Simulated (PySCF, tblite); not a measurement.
**CH3B2BrF2: geometry, infrared bands, NMR shifts and spin-spin couplings**

Wanted: the infrared bands, NMR shifts and spin-spin couplings of CH3B2BrF2 (`FB(F)CBBr`), by calculation.

Programs: tblite 0.8.0 and PySCF 2.14.0, with density-fitted response routines of our own. Each step states its level of theory. These are calculated values for one molecule in the gas phase, unless marked as measured. Atoms count from 0, in the outputs and in this text.

## 1. The starting structure

9 atoms, charge 0, multiplicity 1; geometry from: force field or distance geometry start.

Bonds of the start (Å): F0–B1 1.45, B1–F2 1.47, B1–C3 1.60, C3–B4 1.60, B4–Br5 1.99, C3–H6 1.10, C3–H7 1.11, B4–H8 1.19.

## 2. Geometry optimisation with GFN2-xTB

The job: settings as JSON, then the geometry in Å.

```
{"job": {"kind": "relax", "xc": "GFN2-xTB", "basis": "xTB"}, "charge": 0, "multiplicity": 1}
F     -1.902500    -0.500600    -1.126800
B     -1.459900     0.060200     0.133500
F     -1.699500    -0.769900     1.319300
C      0.002700     0.707000     0.052900
B      0.985400    -0.555200    -0.051800
Br     2.818900    -0.317000     0.693300
H      0.102100     1.231300    -0.912100
H      0.255600     1.324200     0.934100
H      0.910800    -1.174100    -1.067400
```

Command:

```sh
OMP_NUM_THREADS=1 python probes_run.py task.json out
```

This one command runs all jobs of the session in turn.

**Question.** This job is followed by: GFN2-xTB harmonic vibrations, gas phase; GIAO PBE0/pcSseg-1 NMR shielding, non-relativistic, gas phase; B3LYP/pcJ-1 Br:pcSseg-1 indirect spin-spin coupling, non-relativistic, gas phase. Predict these results of the whole session: strongest single infrared mode (GFN2-xTB); zero-point energy (GFN2-xTB); 13C shifts against TMS (PBE0/pcSseg-1); 1H shifts against TMS (PBE0/pcSseg-1, means over atoms taken as alike); 19F shifts against CFCl3 (PBE0/pcSseg-1, means over atoms taken as alike); 11B shifts against BF3·OEt2 (PBE0/pcSseg-1); 79Br shifts against HBr (PBE0/pcSseg-1); surface potential, 1st and 99th percentile; largest coupling of the table (B3LYP/pcSseg-1+pcJ-1).

**Answer**, as computed:

```
                                                                 quantity                     value
                                strongest single infrared mode (GFN2-xTB)     1245 cm⁻¹, 443 km/mol
                                             zero-point energy (GFN2-xTB)             30.7 kcal/mol
                                   13C shifts against TMS (PBE0/pcSseg-1)                  31.9 ppm
   1H shifts against TMS (PBE0/pcSseg-1, means over atoms taken as alike)            7.66, 2.24 ppm
19F shifts against CFCl3 (PBE0/pcSseg-1, means over atoms taken as alike)                 -59.4 ppm
                              11B shifts against BF3·OEt2 (PBE0/pcSseg-1)            79.6, 25.7 ppm
                                  79Br shifts against HBr (PBE0/pcSseg-1)                   641 ppm
                                    surface potential, 1st and 99th percentile        -0.68 V and 1.98 V
                     largest coupling of the table (B3LYP/pcSseg-1+pcJ-1)  2J(F,F) F0–F2, -208.6 Hz
```

The optimisation took 60 steps and gained 1.450 eV; among the close pairs (by a distance rule), B1–F2 changed most, from 1.467 to 1.315 Å. No mode is imaginary among the 21: a minimum at this level. The strongest single mode, at 1245 cm⁻¹, moves mainly B1. GFN2-xTB is a fitted tight-binding method: band positions and strengths are rough. Its intensities can rank the bands wrongly. At PBE0/pcSseg-1: The largest span, 1471 ppm, is at Br5, where the paramagnetic term is -1142 ppm. By nearest atom (PBE0/pcSseg-1), the HOMO sits on Br5 74 %; H8 9 % and the LUMO on B4 50 %; Br5 15 %. Of the pairs tabulated at B3LYP/pcSseg-1+pcJ-1, F0–F2 couples most strongly (-208.6 Hz; Fermi contact 54.1 Hz). Couplings across rotatable bonds belong to this one conformer; where others are populated, the observed values are averages. Density functionals describe couplings to fluorine poorly, F–F couplings above all, so those rows are rough. Spin-orbit coupling is left out, which matters for shieldings and couplings at and beside the heavy atoms.
